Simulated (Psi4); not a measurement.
# BHBr (SMILES [BH]Br) at UHF/def2-QZVPD (density fitting, sweep point 6)

Aim: the vertical electron affinity of BHBr at UHF/def2-QZVPD (density fitting, sweep point 6), from 2 runs. 

The calculation is run with Psi4 1.11.

**1. The system as given**

BHBr has 3 atoms, charge 0, and is taken as a doublet. As SMILES, `[BH]Br`. The coordinates come from a PBE0-D4/def2-TZVP relaxation.

Bond lengths: B1–Br2 1.868 Å, B1–H3 1.193 Å. Angles: Br2–B1–H3 123.6°.

**2. A single-point energy at UHF/def2-QZVPD (density fitting, sweep point 6)**

Input file input.in:

```
memory 1.6 GB

molecule system {
  0 2
  B     -0.094500    -0.523000    -0.115700
  Br     1.181000     0.563200     0.709800
  H     -1.097400    -0.105000    -0.607300
  symmetry c1
}

set {
  basis def2-QZVPD
  reference uhf
  puream true
  scf_type df
  maxiter 150
}

energy("hf")
```

The run is started by

```bash
$ psi4 -n 1 input.in input.out
```

input.out:

```text
[...]
  Running in c1 symmetry.
[...]
  Nuclear repulsion =   58.623728353523035
[...]
  Multiplicity = 2
[...]
  Nalpha       = 21
  Nbeta        = 20
[...]
    Number of basis functions: 180
[...]
   @DF-UHF iter   1: -2597.42587660114305   -1.93719e+00   9.43024e-03 DIIS/ADIIS
[...]
   @DF-UHF iter   9: -2597.69952432482387   -1.22452e-07   4.52922e-07 DIIS
[...]
   @S^2 Observed:                7.559163651E-01
[...]
    Orbital Energies [Eh]
    ---------------------
    Alpha Occupied:
       1A   -490.037288     2A    -65.178126     3A    -58.533260
       4A    -58.532508     5A    -58.532406     6A     -9.851611
       7A     -7.693544     8A     -7.461422     9A     -7.458079
      10A     -7.457503    11A     -3.204051    12A     -3.202493
      13A     -3.201224    14A     -3.197532    15A     -3.197421
      16A     -1.048251    17A     -0.688833    18A     -0.542017
      19A     -0.470340    20A     -0.451366    21A     -0.347509
    Alpha Virtual:
      22A      0.038681    23A      0.039279    24A      0.055640
      25A      0.058427    26A      0.060942    27A      0.110548
[...]
  @DF-UHF Final Energy: -2597.69952432482387
   => Energetics <=
    Nuclear Repulsion Energy =             58.6237283535230347
    One-Electron Energy =               -3732.5548724978752944
    Two-Electron Energy =                1076.2316198195287598
    Total Energy =                      -2597.6995243248238694
  UHF NO Occupations:
  HONO-2 :   19  A 1.9995280
  HONO-1 :   20  A 1.9982798
[...]
 Multipole Moments:
 ------------------------------------------------------------------------------------
     Multipole            Electronic (a.u.)      Nuclear  (a.u.)        Total (a.u.)
 ------------------------------------------------------------------------------------
 L = 1.  Multiply by 2.5417464519 to convert [e a0] to [Debye]
 Dipole X            :          2.5763035           -2.8160972           -0.2397938
 Dipole Y            :          0.7982546           -0.7678435            0.0304111
 Dipole Z            :          0.0000000           -0.0000000            0.0000000
 Magnitude           :                                                    0.2417145
[...]
```

Wall time 5.7 s (1 thread of Intel Xeon Platinum 8259CL at 2.50GHz (Skylake/Cascade Lake), shared host); peak memory 0.35 GiB.

**3. The singlet anion**

Input file bbrh.in:

```
memory 1.6 GB

molecule {
  -1 1
  B     -0.094500    -0.523000    -0.115700
  Br     1.181000     0.563200     0.709800
  H     -1.097400    -0.105000    -0.607300
  symmetry c1
}

set globals {
  basis     def2-QZVPD
  reference rhf
  puream    true
  scf_type  df
}

result = energy("hf")
```

The run is started by

```bash
$ psi4 bbrh.in bbrh.out -n 1
```

bbrh.out:

```text
[...]
  Running in c1 symmetry.
[...]
  Nuclear repulsion =   58.623728353523035
[...]
  Multiplicity = 1
[...]
  Nalpha       = 21
  Nbeta        = 21
[...]
    Number of basis functions: 180
[...]
   @DF-RHF iter   1: -2597.35293754280747   -1.86425e+00   9.53942e-03 ADIIS/DIIS
[...]
   @DF-RHF iter   9: -2597.66580359072850   -5.06743e-07   3.58421e-07 DIIS
[...]
    Orbital Energies [Eh]
    ---------------------
    Doubly Occupied:
       1A   -489.830030     2A    -64.971169     3A    -58.325952
       4A    -58.325825     5A    -58.325405     6A     -9.644778
       7A     -7.418466     8A     -7.254094     9A     -7.252182
      10A     -7.250454    11A     -2.996796    12A     -2.995723
      13A     -2.994074    14A     -2.991522    15A     -2.991279
      16A     -0.836894    17A     -0.441399    18A     -0.310557
      19A     -0.252234    20A     -0.246958    21A     -0.018988
[...]
  @DF-RHF Final Energy: -2597.66580359072850
   => Energetics <=
    Nuclear Repulsion Energy =             58.6237283535230347
    One-Electron Energy =               -3741.2298444894440763
    Two-Electron Energy =                1084.9403125451929100
    Total Energy =                      -2597.6658035907285011
[...]
 Multipole Moments:
 ------------------------------------------------------------------------------------
     Multipole            Electronic (a.u.)      Nuclear  (a.u.)        Total (a.u.)
 ------------------------------------------------------------------------------------
 L = 1.  Multiply by 2.5417464519 to convert [e a0] to [Debye]
 Dipole X            :          4.3369379           -2.8160972            1.5208407
 Dipole Y            :          3.1298049           -0.7678435            2.3619614
 Dipole Z            :          0.0000000           -0.0000000            0.0000000
 Magnitude           :                                                    2.8092380
[...]
```

It took 4.5 s on 1 thread of Intel Xeon Platinum 8259CL at 2.50GHz (Skylake/Cascade Lake), shared host; peak memory 0.35 GiB.

**4. Results**

At UHF/def2-QZVPD (density fitting, sweep point 6):

| quantity | value |
| --- | --- |
| doublet BHBr: total energy | -2597.69952 Eh |
| doublet BHBr: dipole moment | 0.61 D |
| doublet BHBr: HOMO energy (highest over α and β) | -9.46 eV |
| doublet BHBr: LUMO energy (lowest over α and β) | 0.94 eV |
| doublet BHBr: ⟨S²⟩ | 0.756 |
| singlet anion: total energy | -2597.66580 Eh |
| singlet anion: HOMO energy | -0.52 eV |
| singlet anion: LUMO energy | 3.80 eV |
| singlet anion: HOMO–LUMO gap (to an unbound level, set by the basis) | 4.31 eV |
| vertical electron affinity (to the singlet anion) | -0.918 eV |

The anion lies 0.92 eV (21.2 kcal/mol) above the neutral: the electron isn't bound at this level, and such a value depends on the basis. Hartree–Fock misses the correlation that binds many anions.
